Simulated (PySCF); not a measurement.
# C2HBrO (Bromoketene): the cost of one run

Computed with PySCF 2.14.0 and routines of our own; the level stands in each step. Atoms count from 0.

## (1) The starting structure

5 atoms, charge 0, multiplicity 1; geometry from: GFN2-xTB.

## (2) Optimising the geometry at PBE0-D3(BJ)/def2-SVP

The job: settings as JSON, then the geometry in Å.

```
{"job": {"xc": "PBE0", "basis": "def2-SVP", "d3": "d3bj", "grid": 1, "maxiter": 30, "shake": 0.01, "kind": "geom"}, "charge": 0, "multiplicity": 1}
O      1.989360    -0.471670     0.001600
C      0.860740    -0.095910    -0.004460
C     -0.393020     0.283060    -0.012800
Br    -1.706730    -1.044360    -0.014310
H     -0.716780     1.294900    -0.007930
```

On the command line:

```sh
OMP_NUM_THREADS=1 python heavy_run.py task.json out
```

One launch serves the whole session: the jobs run in the order shown.

Q: Estimate the wall time and peak memory of this first job on 1 thread of Intel Xeon Platinum 8259CL at 2.50GHz, shared host.

About 17 s, with a peak of 0.34 GiB.
